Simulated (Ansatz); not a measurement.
**Si₂HF₂−: an energy map over bond length F1–Si2 and angle Si3–Si2–F1**

How does the energy of F₂HSi₂, SMILES F[Si-]=[SiH]F, charge −1 change over two coordinates at once? A grid of runs gives the map.

Computed with Ansatz 0.2.0. Level: RHF/def2-SVPD.

## (1) Where the work starts

SMILES `F[Si-]=[SiH]F`, 5 atoms, charge -1, spin multiplicity 1.

Atoms are counted from 1 here; the program's logs count them from 0.

Bond lengths: F1–Si2 1.743 Å, Si2–Si3 2.232 Å, Si3–F4 1.723 Å, Si3–H5 1.526 Å. Angles: F1–Si2–Si3 108.6°, Si2–Si3–F4 143.4°, Si2–Si3–H5 113.9°, F4–Si3–H5 102.7°.

As a file:

```xyz
5

F    -0.2321   -1.4744    2.1200
Si   -0.0849    0.1936    1.6344
Si    0.0544    0.2792   -0.5914
F     0.0725   -0.6922   -2.0150
H     0.1901    1.6938   -1.1480
```

This geometry comes from a loose relaxation at PBE in a small basis, which is not shown.

## (3) The grid

- bond length F1–Si2: 15 values from 1.396 to 2.553 Å
- angle Si3–Si2–F1: 15 values from 59.8 to 149.8 °

Nothing else is relaxed (all other coordinates rigid). Energies count from the relaxed molecule at the same level. Points are written as (first, second).

(The set-up runs are not shown.)

## (4) Point (2.222 Å, 79.1°)

Input file input.yaml:

```yaml
crystal:
  periodic: [false, false, false]
  atoms:
    - { symbol: F, position_ang: [-0.222861, -1.489044, 1.936325] }
    - { symbol: Si, position_ang: [-0.044192, 0.692287, 1.552719] }
    - { symbol: Si, position_ang: [0.022868, -0.096649, -0.496242] }
    - { symbol: F, position_ang: [-0.045049, -1.620899, -1.17029] }
    - { symbol: H, position_ang: [0.158205, 0.792334, -1.686107] }
total_charge: -1
basis:
  gaussian: { orbitals: def2-SVPD }
hamiltonian:
  xc: hf
output:
  forces: true
```

Command:

```
> ansatz run input.yaml --threads 1 --pin off --max-ram 2560MiB --backend cpu --events-out ev --progress --plain --runs-dir out
```

Further runs follow: the other points that were computed.

What does the calculation give? Wanted: lowest point; highest computed point; largest force on an atom.

The runs gave:

| quantity | value |
| --- | --- |
| lowest point | (1.726 Å, 104.8°), 0.006 eV |
| highest computed point | (1.396 Å, 59.8°), 5.38 eV above the lowest |
| largest force on an atom (eV/Å) | 0.5 at (1.726 Å, 104.8°) to 22.3 at (1.396 Å, 59.8°); 0.5 at the lowest point |
| time for the whole task | 12 min on 1 thread, shared host |

The lowest computed point is at (1.726 Å, 104.8°), 0.006 eV from the relaxed molecule at the same level. The grid is coarse, so the lowest point of the scanned range may lie between grid points; coordinates that were held can hide deeper minima. The grid shows no other well, apart from its symmetry copies. The highest computed point, (1.396 Å, 59.8°), lies 5.38 eV above the lowest. Round the minimum the valley is somewhat tilted: raising bond length F1–Si2 shifts the best value of angle Si3–Si2–F1 downwards (coupling k₁₂/√(k₁₁k₂₂) about 0.2).
